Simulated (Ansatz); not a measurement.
**ClFH4Sn: a barrier at many levels of theory**

Aim: the barrier and energy of one elementary step (Sn1–Cl7 formed, F2–H6 formed, Sn1–F2 broken, H6–Cl7 broken) from LDA up to coupled cluster, on fixed structures, to see where each rung fails.

The runs use Ansatz 0.2.0, Gaussian basis; single points in def2-TZVPP on PBE0-D4/def2-TZVP structures.

Levels: SPW92, PBE-D4, BLYP-D4, r2SCAN-D4, B97M-V, PBE0-D4, B3LYP-D4, r2SCAN0-D4, BHLYP-D4, CAM-B3LYP-D4, wB97X-V, wB97M-V, B2PLYP, PBE-QIDH, RPA on PBE, Hartree-Fock, MP2, CCSD, CCSD(T). The reference is CCSD(T) at the basis limit, from triple and quadruple zeta. Zero-point energies come from PBE0-D4 vibrations.

Cores are frozen in the correlated methods. Filled d shells of the heavier atoms are correlated. Core potentials replace the inner electrons past krypton, and spin-orbit coupling is left out. B3LYP uses VWN-RPA correlation. B2PLYP carries no dispersion term here.

80 further runs of the same task are left out: 80 set aside as unsound or not needed.

## Step 1: Start, saddle and end, as given

Charge 0, multiplicity 1. The folders r, ts and p hold the start, the saddle and the end; their coordinates stand in the first inputs.

```
   pair  r (Å)  ts (Å)  p (Å)
Sn1–Cl7  4.053   2.780  2.367
  F2–H6  1.775   1.100  0.934
 Sn1–F2  1.951   2.161  3.363
 H6–Cl7  1.299   1.592  2.177
```

## Step 2: SPW92/def2-TZVPP

File r/in.yaml:

```yaml
crystal:
  periodic: [false, false, false]
  atoms:
    - {symbol: Sn, position_ang: [-1.076226, -0.225217, 0.081009]}
    - {symbol: F, position_ang: [0.625714, -0.262648, 1.034156]}
    - {symbol: H, position_ang: [-0.805587, -1.217548, -1.267553]}
    - {symbol: H, position_ang: [-2.161496, -0.861999, 1.220903]}
    - {symbol: H, position_ang: [-1.304155, 1.418512, -0.269666]}
    - {symbol: H, position_ang: [2.001774, 0.332721, 0.084952]}
    - {symbol: Cl, position_ang: [2.720075, 0.816079, -0.883801]}
basis:
  gaussian: {orbitals: def2-TZVPP}
hamiltonian: {xc: lda}
```

File ts/in.yaml:

```yaml
crystal:
  periodic: [false, false, false]
  atoms:
    - {symbol: Sn, position_ang: [-0.745198, -0.087698, -0.141501]}
    - {symbol: F, position_ang: [0.869671, -0.306840, 1.278001]}
    - {symbol: H, position_ang: [-0.644198, -1.179344, -1.431356]}
    - {symbol: H, position_ang: [-1.687191, -0.741866, 1.126624]}
    - {symbol: H, position_ang: [-1.152966, 1.531572, -0.414001]}
    - {symbol: H, position_ang: [1.556504, 0.100681, 0.521293]}
    - {symbol: Cl, position_ang: [1.803478, 0.683394, -0.939060]}
basis:
  gaussian: {orbitals: def2-TZVPP}
hamiltonian: {xc: lda}
```

File p/in.yaml:

```yaml
crystal:
  periodic: [false, false, false]
  atoms:
    - {symbol: Sn, position_ang: [-0.867865, 0.208616, -0.452151]}
    - {symbol: F, position_ang: [1.601751, -1.185952, 1.355190]}
    - {symbol: H, position_ang: [-0.575304, -1.310767, -1.142264]}
    - {symbol: H, position_ang: [-1.405633, 0.172084, 1.153994]}
    - {symbol: H, position_ang: [-1.794298, 1.229571, -1.446653]}
    - {symbol: H, position_ang: [1.798334, -0.389456, 0.909691]}
    - {symbol: Cl, position_ang: [1.243113, 1.275804, -0.377806]}
basis:
  gaussian: {orbitals: def2-TZVPP}
hamiltonian: {xc: lda}
```

One command serves all of them, each in its own folder.

Started as:

```console
$ ansatz run in.yaml --threads 4 --pin off --events-out ev --progress --plain --max-ram 9574MiB
```

Further steps of the session: PBE-D4/def2-TZVPP; BLYP-D4/def2-TZVPP; r2SCAN-D4/def2-TZVPP; B97M-V/def2-TZVPP; PBE0-D4/def2-TZVPP; B3LYP-D4/def2-TZVPP; r2SCAN0-D4/def2-TZVPP; BHLYP-D4/def2-TZVPP; CAM-B3LYP-D4/def2-TZVPP; wB97X-V/def2-TZVPP; wB97M-V/def2-TZVPP; B2PLYP/def2-TZVPP; PBE-QIDH/def2-TZVPP; RPA on PBE/def2-TZVPP; CCSD(T)/def2-TZVPP; MP2/def2-QZVPP; SPW92/def2-SVP; PBE-D4/def2-SVP; PBE0-D4/def2-SVP; wB97M-V/def2-SVP; CCSD(T)/def2-SVP; Vibrations of the start structure; Vibrations of the end structure.

Q: Predict the outcome of this session. Wanted: barrier, CCSD(T)/CBS; reverse barrier, CCSD(T)/CBS; step energy, CCSD(T)/CBS; barrier with zero-point energy; step energy with zero-point energy; imaginary mode at the saddle; largest T1 diagnostic.

The runs gave:

```
                          quantity          value
              barrier, CCSD(T)/CBS  12.6 kcal/mol
      reverse barrier, CCSD(T)/CBS  21.5 kcal/mol
          step energy, CCSD(T)/CBS  -9.0 kcal/mol
    barrier with zero-point energy  12.4 kcal/mol
step energy with zero-point energy  -7.5 kcal/mol
      imaginary mode at the saddle      275i cm⁻¹
             largest T1 diagnostic          0.013
```

In words: B97M-V is the best functional here (+0.2 kcal/mol from CCSD(T)/CBS); SPW92 is the worst (-10.1 kcal/mol). B3LYP-D4 is as near within the digits shown. By rung, the mean size of the error is: LDA 10.1, GGA 3.1, meta-GGA 1.8, hybrid 1.7, range-separated hybrid 0.7, double hybrid 0.8 kcal/mol. PBE-D4 gives a barrier 4.7 kcal/mol too low, outside chemical accuracy (1 kcal/mol). The barrier rises with the share of exact exchange, from BLYP-D4 through B3LYP-D4 to BHLYP-D4 (-1.6, -0.2, +2.1 kcal/mol). Hartree-Fock, with no correlation, is off by +9.7 kcal/mol. Zero-point motion lowers the barrier by 0.2 kcal/mol.
